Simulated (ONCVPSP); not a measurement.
# Pseudopotential generation for Zn: ONCV, BLYP

Task: generate the file, and judge it by its errors in other configurations, its logarithmic derivatives, its ghosts and its cutoff.

The numbers are computed with ONCVPSP 4.0.1 (BLYP, scalar-relativistic, spin-unpolarised reference atom).

### Step 1. The atom and the settings

Typed settings, in words:

| Item | Value |
| --- | --- |
| element | zinc (Zn, Z = 30) |
| type | optimised norm-conserving Vanderbilt (ONCV) |
| frozen core | [Ne] 3s2 |
| valence charge | 18 |
| reference configuration | 3p6 3d10 4s2 |
| partial waves | 4s: rc 2.30 bohr, ncon 3, nbas 6, qcut 2.5 1/bohr, 2 projectors, debl 1 Ha; 3p: rc 0.80 bohr, ncon 3, nbas 7, qcut 19.3 1/bohr, 2 projectors, debl 2.1 Ha; 3d: rc 1.25 bohr, ncon 4, nbas 8, qcut 13 1/bohr, 2 projectors, debl 1.7 Ha |
| local potential | polynomial inside 0.50 bohr (lpopt 5, dvloc0 3 Ha) |
| core correction | polynomial model core, fcfact 0.6 |

The outer shells as boxes (Hund's rule for the drawing; the calculation is spin-unpolarised):

```
[Ne] core
3s [↑↓]
3p [↑↓][↑↓][↑↓]
3d [↑↓][↑↓][↑↓][↑↓][↑↓]
4s [↑↓]
```

An earlier all-electron run gives the scale for the radii.

All-electron outer shells of the reference configuration (BLYP, scalar-relativistic, ld1.x):

```json
{"shell": "3s", "level (eV)": "-128.95", "outermost node (bohr)": "0.28", "outermost maximum (bohr)": "0.59"}
{"shell": "3p", "level (eV)": "-83.22", "outermost node (bohr)": "0.25", "outermost maximum (bohr)": "0.59"}
{"shell": "3d", "level (eV)": "-10.05", "outermost node (bohr)": "–", "outermost maximum (bohr)": "0.56"}
{"shell": "4s", "level (eV)": "-5.96", "outermost node (bohr)": "0.85", "outermost maximum (bohr)": "2.09"}
{"shell": "4p", "level (eV)": "-1.11", "outermost node (bohr)": "0.92", "outermost maximum (bohr)": "3.12"}
```

### Step 2. Generation

Contents of Zn.dat:

```
# ATOM AND REFERENCE CONFIGURATION
# atsym  z   nc   nv     iexc    psfile
  Zn 30.00    4    3  -106131      upf
#
#   n    l    f
    1    0    2.00
    2    0    2.00
    2    1    6.00
    3    0    2.00
    3    1    6.00
    3    2   10.00
    4    0    2.00
#
# PSEUDOPOTENTIAL AND OPTIMIZATION
# lmax
    2
#
#   l,   rc,      ep,       ncon, nbas, qcut
    0    2.30    0.00    3    6    2.50
    1    0.80    0.00    3    7   19.30
    2    1.25    0.00    4    8   13.00
#
# LOCAL POTENTIAL
# lloc, lpopt,  rc(5),   dvloc0
    4    5    0.50    3.00
#
# VANDERBILT-KLEINMAN-BYLANDER PROJECTORs
# l, nproj, debl
    0    2    1.00
    1    2    2.10
    2    2    1.70
#
# MODEL CORE CHARGE
# icmod, fcfact, rcfact
    1    0.60    0.00
#
# LOG DERIVATIVE ANALYSIS
# epsh1, epsh2, depsh
   -5.00    5.00    0.04
#
# OUTPUT GRID
# rlmax, drl
    6.00    0.01
#
# TEST CONFIGURATIONS
# ncnf
    4
# nvcnf
#   n    l    f
    3
    3    1    6.00
    3    2   10.00
    4    0    1.00
#
    3
    3    1    6.00
    3    2   10.00
    4    0    0.00
#
    3
    3    1    6.00
    3    2    9.00
    4    0    0.00
#
    4
    3    1    6.00
    3    2   10.00
    4    0    0.00
    4    1    1.00
#
```

The run is started by

```console
$ oncvpsp.x < Zn.dat > Zn.out
```

Before running it: what results should come out? Wanted: cutoffs for 1 and 0.1 mHa per electron, occupied waves; bound ghosts; GHOST(+) flags; largest test error; largest phase difference near zero energy, channels read; rms error of d²Exc/dn², without and with the model core; projector energies reset by the program.

The runs gave:

| quantity | value |
| --- | --- |
| cutoffs for 1 and 0.1 mHa per electron, occupied waves | 107 Ha and 132 Ha |
| bound ghosts | s at -405.18 eV |
| GHOST(+) flags | s at 88 eV |
| largest test error (AE − PS) | -267 meV, for 3p6 3d9 4s0 |
| largest phase difference near zero energy, channels read | 0.000 rad |
| rms error of d²Exc/dn², without and with the model core | 3.32 and 1.01 mHa |
| projector energies reset by the program | p: -3.058, 0.250 Ha |

It has a bound ghost (s), a state that the atom doesn't have, and that rules the file out. The worst unpolarised test, 3p6 3d9 4s0, is off by 267 meV on 69.1 eV; by total energies transferability rates as poor. That test lies far up in energy; among those under 40 eV, nearer to bonding, the largest error is 61 meV. It counts as very hard, with 107 Ha needed at the looser tolerance. At the looser tolerance the 3p wave is the slowest; 3d needs 67 Ha. Near zero energy the phases of the channels with partial waves that could be evaluated agree within 0.001 rad. The program also flags highly localised states, GHOST(+) (s). These are tests on the free atom; a crystal test is still owed.
